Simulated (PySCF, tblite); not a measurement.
**C4H8Cl2Ga2: geometry, infrared bands and NMR shifts**

Aim: predict the infrared bands and NMR shifts of C4H8Cl2Ga2 (`C#CC[CH2][GaH-]1[Cl+][GaH2-][Cl+]1`).

Computed with tblite 0.8.0 and PySCF 2.14.0, with density-fitted response routines of our own, on a single molecule in the gas phase. Atoms count from 0, in the outputs and in this text.

### Step 1. Starting geometry

16 atoms, charge 0, multiplicity 1; geometry from: force field or distance geometry start.

Bonds of the start (Å): C0–C1 1.22, C1–C2 1.46, C2–C3 1.50, C3–Ga4 1.98, Ga4–Cl5 2.22, Cl5–Ga6 2.22, Ga6–Cl7 2.23, Cl7–Ga4 2.20, C0–H8 1.06, C2–H9 1.13, C2–H10 1.14, C3–H11 1.13, C3–H12 1.13, Ga4–H13 1.60, Ga6–H14 1.61, Ga6–H15 1.58.

### Step 2. Relaxing the molecule with GFN2-xTB

Job settings and geometry (Å):

```
{"job": {"kind": "relax", "xc": "GFN2-xTB", "basis": "xTB"}, "charge": 0, "multiplicity": 1}
C     -0.811100    -2.089900    -1.107500
C     -1.430300    -1.160800    -0.616700
C     -2.130200    -0.051700     0.014600
C     -1.466700     0.441700     1.268800
Ga     0.379800     1.049800     0.918900
Cl     1.082600     0.326300    -1.061900
Ga     3.083500     0.190200    -0.117900
Cl     2.007700    -0.139400     1.805800
H     -0.296700    -2.901900    -1.554800
H     -2.173800     0.801300    -0.722900
H     -3.186300    -0.416400     0.220500
H     -1.387200    -0.418900     2.000100
H     -2.084700     1.255100     1.756400
H      0.665000     2.613700     1.107900
H      3.869700     1.586200    -0.014900
H      3.871400    -1.076300    -0.640100
```

Launch:

```bash
OMP_NUM_THREADS=1 python probes_run.py task.json out
```

The driver reads the jobs from task.json and runs them one after another.

The log of the run:

```text
step      E/eV     max force
  0    -658.41209    2.136
  1    -658.46841    5.492
  2    -658.60867    1.262
  3    -658.66093    0.696
  4    -658.71167    0.580
  5    -658.74036    0.499
  6    -658.76642    0.429
  7    -658.79126    0.360
  8    -658.81156    0.295
  9    -658.82334    0.244
 10    -658.83051    0.240
 11    -658.83748    0.256
 12    -658.84562    0.286
 13    -658.85281    0.264
 14    -658.85755    0.180
 15    -658.86062    0.189
 16    -658.86331    0.171
 17    -658.86631    0.177
 18    -658.86976    0.208
 19    -658.87323    0.167
 20    -658.87662    0.167
 21    -658.88039    0.171
 22    -658.88468    0.215
 23    -658.88878    0.163
 24    -658.89175    0.107
 25    -658.89373    0.113
 26    -658.89572    0.135
 27    -658.89837    0.161
 28    -658.90140    0.123
 29    -658.90431    0.135
 30    -658.90713    0.132
 31    -658.91064    0.191
 32    -658.91522    0.220
 33    -658.91961    0.167
 34    -658.92251    0.165
 35    -658.92428    0.128
 36    -658.92573    0.089
 37    -658.92734    0.091
 38    -658.92879    0.082
 39    -658.93000    0.077
 40    -658.93125    0.079
 41    -658.93278    0.095
 42    -658.93440    0.092
 43    -658.93590    0.085
 44    -658.93749    0.109
 45    -658.93969    0.125
 46    -658.94300    0.189
 47    -658.94759    0.216
 48    -658.95303    0.184
 49    -658.95908    0.243
 50    -658.96597    0.270
 51    -658.97281    0.244
 52    -658.97428    0.256
 53    -658.98056    0.160
 54    -658.98432    0.120
 55    -658.98698    0.111
 56    -658.99181    0.159
 57    -658.99541    0.194
 58    -659.00101    0.177
 59    -659.00694    0.211
 60    -659.01554    0.260
 61    -659.02089    0.261
 62    -659.02696    0.210
 63    -659.03411    0.204
 64    -659.04014    0.223
 65    -659.04364    0.147
 66    -659.04659    0.133
 67    -659.04929    0.106
 68    -659.05336    0.125
 69    -659.05584    0.141
 70    -659.05854    0.124
 71    -659.06064    0.096
 72    -659.06231    0.095
 73    -659.06336    0.073
 74    -659.06431    0.078
 75    -659.06548    0.084
 76    -659.06681    0.095
 77    -659.06799    0.089
 78    -659.06891    0.072
 79    -659.06970    0.057
 80    -659.07036    0.058
 81    -659.07081    0.045
 82    -659.07112    0.047
 83    -659.07146    0.049
 84    -659.07197    0.057
 85    -659.07269    0.063
 86    -659.07345    0.075
 87    -659.07410    0.065
 88    -659.07471    0.076
 89    -659.07536    0.069
 90    -659.07610    0.077
 91    -659.07690    0.101
 92    -659.07772    0.090
 93    -659.07851    0.105
 94    -659.07924    0.070
 95    -659.07986    0.057
 96    -659.08047    0.070
 97    -659.08128    0.072
 98    -659.08230    0.096
 99    -659.08319    0.078
100    -659.08375    0.060
101    -659.08419    0.072
102    -659.08481    0.108
103    -659.08574    0.114
104    -659.08661    0.181
105    -659.08714    0.203
106    -659.08760    0.049
107    -659.08799    0.056
108    -659.08864    0.144
109    -659.09012    0.263
110    -659.09237    0.327
111    -659.09477    0.258
112    -659.09665    0.096
113    -659.09826    0.106
114    -659.10011    0.227
115    -659.10251    0.266
116    -659.10568    0.365
117    -659.10912    0.243
118    -659.11157    0.064
119    -659.11208    0.068
120    -659.11263    0.094
121    -659.11358    0.084
122    -659.11439    0.057
123    -659.11520    0.059
124    -659.11570    0.047
125    -659.11599    0.039
126    -659.11618    0.029
127    -659.11632    0.021
128    -659.11647    0.026
129    -659.11663    0.031
130    -659.11685    0.034
131    -659.11713    0.038
132    -659.11749    0.038
133    -659.11789    0.038
134    -659.11831    0.042
135    -659.11874    0.038
136    -659.11917    0.046
137    -659.11967    0.063
138    -659.12030    0.074
139    -659.12116    0.071
140    -659.12221    0.065
141    -659.12316    0.049
142    -659.12381    0.054
143    -659.12430    0.056
144    -659.12483    0.059
145    -659.12547    0.057
146    -659.12609    0.055
147    -659.12648    0.060
148    -659.12687    0.042
149    -659.12720    0.042
150    -659.12771    0.044
151    -659.12825    0.047
152    -659.12883    0.052
153    -659.12923    0.044
154    -659.12944    0.029
155    -659.12958    0.022
156    -659.12969    0.021
157    -659.12979    0.019
158    -659.12990    0.020
159    -659.13001    0.023
160    -659.13013    0.030
161    -659.13024    0.031
162    -659.13032    0.024
163    -659.13040    0.020
164    -659.13046    0.026
165    -659.13052    0.029
166    -659.13059    0.028
167    -659.13065    0.019
168    -659.13071    0.020
169    -659.13076    0.020
170    -659.13081    0.025
171    -659.13084    0.021
172    -659.13088    0.017
173    -659.13091    0.019
174    -659.13093    0.014
175    -659.13095    0.014
176    -659.13097    0.011
177    -659.13099    0.012
178    -659.13100    0.010
179    -659.13102    0.009
```

It took 3.1 s on 1 thread of Arm Neoverse N1, shared host; peak memory 0.18 GiB.

Relaxation path: (not every step is listed)

| step | energy from step 0 (eV) | largest force (eV/Å) |
| --- | --- | --- |
| 0 | 0.0000 | 2.1363 |
| 1 | -0.0563 | 5.4924 |
| 2 | -0.1966 | 1.2617 |
| 3 | -0.2488 | 0.6956 |
| 4 | -0.2996 | 0.5804 |
| 5 | -0.3283 | 0.4993 |
| 6 | -0.3543 | 0.4292 |
| 7 | -0.3792 | 0.3600 |
| 8 | -0.3995 | 0.2950 |
| 24 | -0.4797 | 0.1066 |
| 40 | -0.5192 | 0.0789 |
| 56 | -0.5797 | 0.1588 |
| 72 | -0.6502 | 0.0953 |
| 88 | -0.6626 | 0.0765 |
| 104 | -0.6745 | 0.1809 |
| 120 | -0.7005 | 0.0937 |
| 136 | -0.7071 | 0.0462 |
| 152 | -0.7167 | 0.0517 |
| 168 | -0.7186 | 0.0201 |
| 174 | -0.7188 | 0.0139 |
| 175 | -0.7189 | 0.0141 |
| 176 | -0.7189 | 0.0110 |
| 177 | -0.7189 | 0.0117 |
| 178 | -0.7189 | 0.0104 |
| 179 | -0.7189 | 0.0091 |

Distances of close pairs at the start and the end, largest changes first:

| bond | before (Å) | after (Å) | change (Å) |
| --- | --- | --- | --- |
| Ga4–Cl7 | 2.202 | 2.324 | +0.121 |
| Ga4–Cl5 | 2.223 | 2.319 | +0.096 |
| C3–Ga4 | 1.975 | 2.044 | +0.069 |
| Cl5–Ga6 | 2.217 | 2.268 | +0.051 |
| Ga6–H14 | 1.605 | 1.557 | -0.048 |
| C2–H10 | 1.136 | 1.096 | -0.041 |
| C2–C3 | 1.502 | 1.543 | +0.040 |
| Ga6–H15 | 1.580 | 1.541 | -0.039 |

The next job starts from the end point, and lists it.

### Step 3. Harmonic vibrations with GFN2-xTB

Job settings and geometry (Å):

```
{"job": {"kind": "ir", "xc": "GFN2-xTB", "basis": "xTB"}, "charge": 0, "multiplicity": 1}
C     -0.084513    -2.055188    -0.490531
C     -0.936458    -1.225259    -0.332196
C     -1.942972    -0.206478    -0.098424
C     -1.647942     0.559792     1.207610
Ga     0.232742     1.361052     1.209152
Cl     1.051781     1.568841    -0.950486
Ga     2.622581    -0.023701    -0.577173
Cl     1.919073    -0.196821     1.568319
H      0.609061    -2.834684    -0.636100
H     -1.946857     0.485764    -0.949094
H     -2.925118    -0.689026    -0.045613
H     -1.752576    -0.127229     2.057000
H     -2.402710     1.343998     1.344102
H      0.766239     2.625015     1.962051
H      4.006124     0.690743    -0.548274
H      2.423946    -1.267876    -1.464271
```

The log of the run:

```text
mode    cm-1     km/mol
  1      42.9      0.03
  2      72.2      0.47
  3      75.6      0.64
  4      93.4      0.27
  5     106.7      3.16
  6     120.9      5.58
  7     161.3      0.05
  8     179.7      0.63
  9     222.2      5.23
 10     240.3     76.90
 11     243.6     60.95
 12     275.6     13.26
 13     294.9      1.49
 14     342.2     12.80
 15     439.6     16.13
 16     452.4     38.04
 17     463.9     62.86
 18     491.6      6.30
 19     535.1    269.15
 20     542.8    315.96
 21     630.9    107.94
 22     636.8     13.87
 23     677.5     65.40
 24     716.1    366.76
 25     899.1     15.54
 26     914.0      0.41
 27    1041.9      3.64
 28    1096.5      4.37
 29    1128.7      1.91
 30    1224.1      2.59
 31    1300.8      0.23
 32    1431.1      4.15
 33    1443.7      7.10
 34    1623.6    326.88
 35    1674.4    306.16
 36    1746.0    315.25
 37    2266.8     14.52
 38    2889.5     25.39
 39    2904.0     21.32
 40    2911.9     31.04
 41    2931.0     36.98
 42    3338.3     11.87
```

It took 1.4 s on 1 thread of Arm Neoverse N1, shared host; peak memory 0.18 GiB.

The strongest bands and the atoms that carry them (share of the mass-weighted mode):

| cm⁻¹ | km/mol | atoms |
| --- | --- | --- |
| 240 | 76.9 | Cl7 38 %, Cl5 29 %, Ga4 17 %, Ga6 14 % |
| 535 | 269.1 | H13 39 %, H14 33 %, H15 16 % |
| 543 | 316.0 | H13 48 %, H14 26 %, H15 13 % |
| 631 | 107.9 | H8 50 %, H12 14 % |
| 716 | 366.8 | H15 49 %, H14 42 % |
| 1624 | 326.9 | H13 98 % |
| 1674 | 306.2 | H14 98 % |
| 1746 | 315.2 | H15 98 % |

### Step 4. Nuclear shieldings: PBE0/pcSseg-1

Same as in step 3 but for these lines:

```diff
@@ -1,2 +1,2 @@
-{"job": {"kind": "ir", "xc": "GFN2-xTB", "basis": "xTB"}, "charge": 0, "multiplicity": 1}
+{"job": {"kind": "nmr", "xc": "PBE0", "basis": "pcSseg-1"}, "charge": 0, "multiplicity": 1}
 C     -0.084513    -2.055188    -0.490531
```

Method: GIAO PBE0/pcSseg-1 NMR shielding, non-relativistic, gas phase.

The log of the run:

```text
coarse grid: 67960 points
cycle   1  E = -4925.7466138672  dE = -2.922e-01  |g| = 1.405e+00  |ddm| = 4.009e+00
cycle   2  E = -4925.6531065664  dE =  9.351e-02  |g| = 1.637e+00  |ddm| = 1.718e+00
cycle   3  E = -4925.9190612306  dE = -2.660e-01  |g| = 1.063e-01  |ddm| = 1.020e+00
cycle   4  E = -4925.9203124473  dE = -1.251e-03  |g| = 3.917e-02  |ddm| = 1.130e-01
cycle   5  E = -4925.9206946205  dE = -3.822e-04  |g| = 7.123e-03  |ddm| = 4.475e-02
cycle   6  E = -4925.9207034996  dE = -8.879e-06  |g| = 3.389e-03  |ddm| = 8.210e-03
cycle   7  E = -4925.9207057790  dE = -2.279e-06  |g| = 1.564e-03  |ddm| = 3.581e-03
final grid: 137880 points
cycle   8  E = -4925.9208047418  dE =  2.177e-06  |g| = 3.429e-03  |ddm| = 4.683e-03
cycle   9  E = -4925.9207931208  dE =  1.162e-05  |g| = 7.643e-03  |ddm| = 7.378e-03
cycle  10  E = -4925.9208076422  dE = -1.452e-05  |g| = 1.924e-04  |ddm| = 5.121e-03
cycle  11  E = -4925.9208076513  dE = -9.120e-09  |g| = 2.782e-05  |ddm| = 1.876e-04
cycle  12  E = -4925.9208076514  dE = -1.519e-10  |g| = 4.702e-06  |ddm| = 2.829e-05
converged SCF energy = -4925.9208076514

GIAO shielding tensors (ppm)
atom      isotropic    diamagn.    paramagn.     s11        s22        s33       span
  0 C      105.083     257.914    -152.831     28.385     41.579    245.283    216.898
  1 C       94.163     267.282    -173.120     -6.139      7.332    281.295    287.434
  2 C      168.355     247.568     -79.212    156.864    171.170    177.032     20.168
  3 C      163.970     252.759     -88.789    155.760    162.244    173.906     18.147
  4 Ga    1425.001    2635.172   -1210.170   1226.944   1304.421   1743.639    516.695
  5 Cl     948.848    1150.785    -201.937    768.646   1010.244   1067.652    299.006
  6 Ga    1425.586    2636.264   -1210.679   1262.821   1349.472   1664.463    401.642
  7 Cl     910.561    1150.660    -240.099    747.910    964.394   1019.380    271.470
  8 H       29.741      34.646      -4.905     23.216     27.212     38.796     15.580
  9 H       28.943      29.787      -0.845     25.904     27.076     33.849      7.944
 10 H       28.789      26.620       2.169     22.615     26.783     36.969     14.354
 11 H       30.179      30.069       0.110     26.394     27.808     36.334      9.940
 12 H       30.449      29.334       1.115     25.264     27.839     38.244     12.980
 13 H       25.891      26.950      -1.059     19.394     20.313     37.966     18.572
 14 H       26.269      27.579      -1.310     20.146     20.371     38.291     18.146
 15 H       26.231      29.306      -3.075     18.947     22.843     36.903     17.955
```

It took 2.1 min on 1 thread of Arm Neoverse N1, shared host; peak memory 1.1 GiB.

The references, computed at this level on geometries of the same kind, shield at (ppm): ¹H TMS 31.72, ¹³C TMS 186.9, ³⁵Cl HCl 950. Their shielding less the atom's gives the shift. The references are single molecules in the gas phase. Atoms listed in one row are averaged.

| atoms | environment | σ (ppm) | δ (ppm) |
| --- | --- | --- | --- |
| C1 | alkyne carbon | 94.2 | 92.8 |
| C0 | terminal alkyne carbon | 105.1 | 81.8 |
| C3 | sp3 CH2 bonded to Ga | 164.0 | 23.0 |
| C2 | propargylic sp3 CH2 | 168.4 | 18.6 |
| H13 | hydrogen on a Ga bonded to C, 2 Cl, in a 4-membered ring | 25.89 | 5.83 |
| H15 | hydrogen on a Ga bonded to 2 Cl, in a 4-membered ring | 26.23 | 5.49 |
| H14 | hydrogen on a Ga bonded to 2 Cl, in a 4-membered ring | 26.27 | 5.45 |
| H9, H10 | hydrogen on a propargylic sp3 CH2 | 28.87 | 2.85 |
| H8 | hydrogen on a terminal alkyne carbon | 29.74 | 1.98 |
| H11, H12 | hydrogen on an sp3 CH2 bonded to Ga | 30.31 | 1.40 |
| Ga4 | Ga bonded to C, 2 Cl, H, in a 4-membered ring | 1425 | – |
| Ga6 | Ga bonded to 2 Cl, 2 H, in a 4-membered ring | 1426 | – |
| Cl5, Cl7 | chlorine bonded to 2 Ga, in a 4-membered ring | 930 | 20 |

Charges from the same density, by scheme (e):

| atoms | Mulliken | IAO | Hirshfeld | ESP fit |
| --- | --- | --- | --- | --- |
| C0 | -0.34 | -0.25 | -0.12 | -0.52 |
| C1 | 0.10 | -0.03 | -0.04 | 0.00 |
| C2 | -0.12 | -0.26 | -0.06 | 0.00 |
| C3 | -0.60 | -0.52 | -0.17 | 0.01 |
| Ga4 | 0.76 | 0.58 | 0.37 | 0.48 |
| Cl5, Cl7 | -0.38 | -0.20 | -0.08 | -0.21 |
| Ga6 | 0.56 | 0.45 | 0.31 | 0.61 |

Mayer bond orders: C0–C1 2.57, C1–C2 1.06, C2–C3 1.03, C3–Ga4 0.85, Ga4–Cl5 0.49, Cl5–Ga6 0.48, Ga6–Cl7 0.51, Cl7–Ga4 0.47.

The fields below are evaluated on a grid from the run's orbitals.

Frontier orbitals at PBE0/pcSseg-1, with the share of their density that lies nearest to each atom:

| orbital | energy (eV) | lies on |
| --- | --- | --- |
| HOMO | -7.79 | C0, C1 about 32 % each; H10, H15 about 6 % each |
| LUMO | -0.69 | Ga4 22 %; Ga6 16 %; Cl5, Cl7 about 11 % each |

ELF in a plane through or near 7 of the atoms.

Values, 10 rows by 14 columns:
```
0.00 0.00 0.00 0.00 0.00 0.00 0.00 0.00 0.00 0.00 0.00 0.00 0.00 0.00
0.00 0.00 0.00 0.00 0.00 0.00 0.33 0.51 0.01 0.00 0.00 0.00 0.00 0.00
0.00 0.00 0.00 0.00 0.00 0.15 0.99 1.00 0.36 0.00 0.00 0.00 0.00 0.00
0.00 0.01 0.75 0.85 0.01 0.04 0.21 0.30 0.28 0.48 0.90 0.01 0.00 0.00
0.00 0.49 1.00 0.99 0.17 0.17 0.22 0.15 0.82 0.85 0.96 0.06 0.00 0.00
0.00 0.03 0.35 0.24 0.67 0.15 0.03 0.13 0.55 0.67 0.23 0.00 0.00 0.00
0.00 0.00 0.02 0.98 1.00 0.10 0.67 0.76 0.72 0.83 1.00 0.08 0.00 0.00
0.00 0.00 0.00 0.48 0.55 0.04 0.58 0.72 0.50 0.01 0.01 0.00 0.00 0.00
0.00 0.00 0.00 0.00 0.00 0.00 0.03 0.11 0.03 0.00 0.00 0.00 0.00 0.00
0.00 0.00 0.00 0.00 0.00 0.00 0.00 0.00 0.00 0.00 0.00 0.00 0.00 0.00
```
The map spans 13.2 Å across and 11.7 Å up, centred on the molecule. Atoms in the plane (x, y in Å): C1 (0.7, -1.5), C2 (1.8, -0.7), Ga6 (-2.7, 0.1), H10 (2.7, -1.2), H12 (2.7, 1.3), H14 (-4.0, 0.9), H15 (-2.8, -1.5).

On the surface of density 0.002 e/bohr³ the electrostatic potential runs, from the 1st to the 99th percentile, from -0.76 V near C0 to 1.63 V near Ga4.

### Step 5. Outcome

| quantity | value |
| --- | --- |
| strongest single infrared mode (GFN2-xTB) | 716 cm⁻¹, 367 km/mol |
| zero-point energy (GFN2-xTB) | 58.4 kcal/mol |
| ¹³C shifts against TMS (PBE0/pcSseg-1) | 92.8, 81.8, 23.0, 18.6 ppm |
| ¹H shifts against TMS (PBE0/pcSseg-1, means over atoms taken as alike) | 5.83, 5.49, 5.45, 2.85, 1.98, 1.40 ppm |
| ³⁵Cl shifts against HCl (PBE0/pcSseg-1, means over atoms taken as alike) | 20 ppm |
| shieldings of Ga (PBE0/pcSseg-1) | Ga4 1425.0, Ga6 1425.6 ppm |
| surface potential, 1st and 99th percentile | -0.76 V and 1.63 V |

Over 179 steps the energy fell by 0.719 eV; of the close pairs, Ga4–Cl7 changed most, 2.202 to 2.324 Å. All 42 modes are real, so the xTB geometry is a minimum. The strongest single mode, at 716 cm⁻¹, moves mainly H15 and H14. GFN2-xTB is a fitted tight-binding method: band positions and strengths are rough. Its intensities can rank the bands wrongly. At PBE0/pcSseg-1: The widest tensor belongs to Ga4: span 517 ppm, with a paramagnetic part of -1210 ppm. At PBE0/pcSseg-1, counted by nearest atom on the grid, the HOMO lies on C0, C1 about 32 % each; H10, H15 about 6 % each, the LUMO on Ga4 22 %; Ga6 16 %. Spin-orbit coupling is left out, which matters for shieldings and couplings at and beside the heavy atoms.
